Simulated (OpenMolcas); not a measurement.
# Ag³⁺ among point charges: CASSCF and CASPT2 levels and susceptibility

How does a field of 6 point charges split the states of Ag³⁺, and what χT follows?

Method: state-averaged CASSCF and CASPT2, spin-orbit coupling by RASSI with atomic mean-field integrals. Code: OpenMolcas 26.06.

## (1) The atom as given

| Item | Value |
| --- | --- |
| Species | Ag³⁺ (silver, Z = 47, 44 electrons) |
| Basis | ANO-RCC-VDZP [6s5p3d1f], 43 functions |
| Scalar Hamiltonian | DKH2, point nucleus |
| Inactive shells | 1s 2s 2p 3s 3p 3d 4s 4p |
| Active space | 8 electrons in 5 orbitals (4d) |
| Some configurations of this space | 4d8 |
| Orbitals | optimised for each spin and parity, averaged over all roots |

Outer shells as boxes (Hund's rule):

4d8
```
4d [↑↓][↑↓][↑↓][↑ ][↑ ]
```

The ion sits among 6 point charges of -1.7 e arranged as an octahedron (Oh), 1.83 Å from the ion.

The work runs as a chain of OpenMolcas steps in one folder; each step below is one input file. Labels, J, g values, rates, χT and fits are worked out afterwards by a script from the matrices that RASSI stores. The input lists half of the charges; inversion (Group=XYZ) makes the rest.

## (2) One- and two-electron integrals

Contents of a.inp:

```
&GATEWAY
Coord
1

Ag 0.0 0.0 0.0
Basis=ANO-RCC-VDZP
Group=XYZ
NoMove
AngMom=0.0 0.0 0.0
AMFI
XField
3 Angstrom 0
1.830000 0.000000 0.000000 -1.700000
0.000000 1.830000 0.000000 -1.700000
0.000000 0.000000 1.830000 -1.700000
&SEWARD
```

Launch:

```bash
$ OMP_NUM_THREADS=1 MOLCAS_MEM=1689 MOLCAS_PROJECT=a pymolcas a.inp > a.log
```

## (3) Reference wave functions, triplets of even parity, 10 roots

Contents of a.inp:

```
&RASSCF
FileOrb=start.orb
Symmetry=1
Spin=3
nActEl=8 0 0
Inactive=9 9
Ras2=5 0
CIRoot=10 10 1
SDav=10
CIMx=300
Iter=120 100
PrWF=0.3
OrbListing=Nothing
MaxOrb=0
>>> COPY $Project.JobIph JOB001
```

start.orb holds the contracted functions of the basis, ordered by shell, or the orbitals of the step before.

## (4) CASSCF: singlets of even parity, 15 roots

Contents of a.inp:

```
&RASSCF
FileOrb=start.orb
Symmetry=1
Spin=1
nActEl=8 0 0
Inactive=9 9
Ras2=5 0
CIRoot=15 15 1
SDav=15
CIMx=300
Iter=120 100
PrWF=0.3
OrbListing=Nothing
MaxOrb=0
>>> COPY $Project.JobIph JOB002
```

## (5) State interaction with spin-orbit coupling

Contents of a.inp:

```
&RASSI
NrOfJobIphs=2 10 15
1 2 3 4 5 6 7 8 9 10
1 2 3 4 5 6 7 8 9 10 11 12 13 14 15
IphNames
JOB001
JOB002
EJob
SpinOrbit
DIPRint=1.0
SOCoupling=1000.0
Subsets=2
Property=9
'ANGMOM' 1 'ANGMOM' 2 'ANGMOM' 3 'MLTPL  1' 1 'MLTPL  1' 2 'MLTPL  1' 3
'AMFI' 1 'AMFI' 2 'AMFI' 3
SOProperty=3
'ANGMOM' 1 'ANGMOM' 2 'ANGMOM' 3
```

## (6) CASPT2: IPEA 0.25, imaginary shift 0.1 (closed shells correlated: 4s 4p)

Contents of a.inp:

```
>>> COPY JOB001 $Project.JobIph
&CASPT2
Multistate=10 1 2 3 4 5 6 7 8 9 10
NoMult
Frozen=8 6
IPEA=0.25
Imaginary=0.1
MaxIter=60
WThr=0.0 0.3 0.05
PrWF=0.5
NoMix
>>> COPY JOB002 $Project.JobIph
&CASPT2
Multistate=15 1 2 3 4 5 6 7 8 9 10 11 12 13 14 15
NoMult
Frozen=8 6
IPEA=0.25
Imaginary=0.1
MaxIter=60
WThr=0.0 0.3 0.05
PrWF=0.5
NoMix
```

(Steps that only read results are left out.)

Before running it: what results should come out? Wanted: spin-free ground state; first state of the same spin within the active space; lowest level; next level.

As calculated:

| quantity | value |
| --- | --- |
| method | SS-CASPT2, IPEA 0.25, imaginary shift 0.1 (closed shells correlated: 4s 4p) |
| spin-free ground state | 3A2, 1-fold in its orbital part |
| first state of the same spin within the active space | 3T2 at 9260 cm⁻¹ |
| lowest level | 3-fold T2 |
| next level | 8026.5 cm⁻¹ |
| χT at 300 K | 1.85 cm³ K/mol |
| effective moment at 300 K | 3.85 μB |

Cost by method:

```csv
method,time of its own steps,time with the reference
A. CASSCF,5 s,5 s
"B. SS-CASPT2, IPEA 0.25, imaginary shift 0.1, +4s 4p",1.5 s,6.4 s
```

Times are of one thread on a shared host.

The spin-free ground state (3A2) comes to 100 % from free-ion F terms and keeps the highest spin of the shell. χT at 300 K is 1.85, against 1.00 cm³ K/mol for the spin alone, so orbital moment adds to it. A ligand-field fit to the states below 45000 cm-1 gives 10Dq = 9138 cm-1, B = 933 cm-1 and C = 3762 cm-1 (C/B = 4.03), with a deviation of 502 cm-1. CASPT2 does not keep the components of a term degenerate, and the means are used. The field of point charges can differ much from that of real complexes. This is an electrostatic model: the charges have no orbitals.
